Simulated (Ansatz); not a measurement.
# LaRh2B2C (I4/mmm): the equilibrium volume

At what volume is LaRh2B2C (I4/mmm) free of pressure?

Method: DFT PBEsol, scalar-relativistic, plane waves, PAW, in Ansatz 0.2.0.

### Step 1. Starting point

It takes space group I4/mmm (No. 139, tetragonal). Conventional cell: a = 3.917 Å, b = 3.917 Å, c = 10.394 Å, α = 90.00°, β = 90.00°, γ = 90.00°. Around B (site symmetry 4mm) lie 1 C at 1.51 Å and 4 Rh at 2.24 Å. Around C (site symmetry 4/mmm) lie 2 B at 1.51 Å. Around La (site symmetry 4/mmm) lie 4 C at 2.77 Å and 8 B at 3.15 Å. Around Rh (site symmetry -4m2) lie 4 B at 2.24 Å.

Structure file:

```cif
data_structure
_symmetry_space_group_name_H-M 'P 1'
_symmetry_Int_Tables_number 1
_cell_length_a 5.8892
_cell_length_b 5.8892
_cell_length_c 5.8892
_cell_angle_alpha 141.147
_cell_angle_beta 141.147
_cell_angle_gamma 56.115
_cell_volume 79.76
loop_
_atom_site_label
_atom_site_type_symbol
_atom_site_fract_x
_atom_site_fract_y
_atom_site_fract_z
_atom_site_occupancy
B1 B 0.35503 0.35503 0.00000 1
B2 B 0.64497 0.64497 0.00000 1
C1 C 0.50000 0.50000 0.00000 1
La1 La 0.00000 0.00000 0.00000 1
Rh1 Rh 0.25000 0.75000 0.50000 1
Rh2 Rh 0.75000 0.25000 0.50000 1
```

### Step 2. At the starting volume (PBEsol, 6×6×6 mesh)

The input, input.yaml:

```yaml
crystal:
  lattice:
    - [-1.95872279, 1.95872279, 5.19708678]
    - [1.95872279, -1.95872279, 5.19708678]
    - [1.95872279, 1.95872279, -5.19708678]
  atoms:
    - { symbol: B, position: [0.355029, 0.355029, 0.0] }
    - { symbol: B, position: [0.644971, 0.644971, 0.0] }
    - { symbol: C, position: [0.5, 0.5, 0.0] }
    - { symbol: La, position: [0.0, 0.0, 0.0] }
    - { symbol: Rh, position: [0.25, 0.75, 0.5] }
    - { symbol: Rh, position: [0.75, 0.25, 0.5] }
basis:
  ecutwfc: 420
kpoints:
  mp_grid: { grid: [6, 6, 6] }
hamiltonian:
  xc: pbesol
scf:
  occupations: { method: gaussian, width: 0.1 }
output:
  forces: true
  stress: true
  eigenvalues: true
```

On the command line:

```sh
> ansatz run input.yaml --threads 8 --pin off --max-ram 14336MiB --backend cpu --events-out ev --progress --plain --runs-dir out
```

After this run come: Relaxing cell and atoms (PBEsol, 8×8×8 mesh); Full relaxation.

Q: Predict the outcome of this session. Wanted: volume; pressure; conventional cell; gap on the mesh.

**Answer**, as computed:

| quantity | value |
| --- | --- |
| volume | 12.685 Å³/atom |
| pressure | -0.01 GPa |
| conventional cell | a = 3.851 Å, b = 3.851 Å, c = 10.266 Å, α = 90.00°, β = 90.00°, γ = 90.00° |
| gap on the mesh | none (metal) |

Over the 3 runs shown the cell moved from 13.29 to 12.68 Å³/atom, a change of -4.6 %, where the pressure is zero within 0.01 GPa.
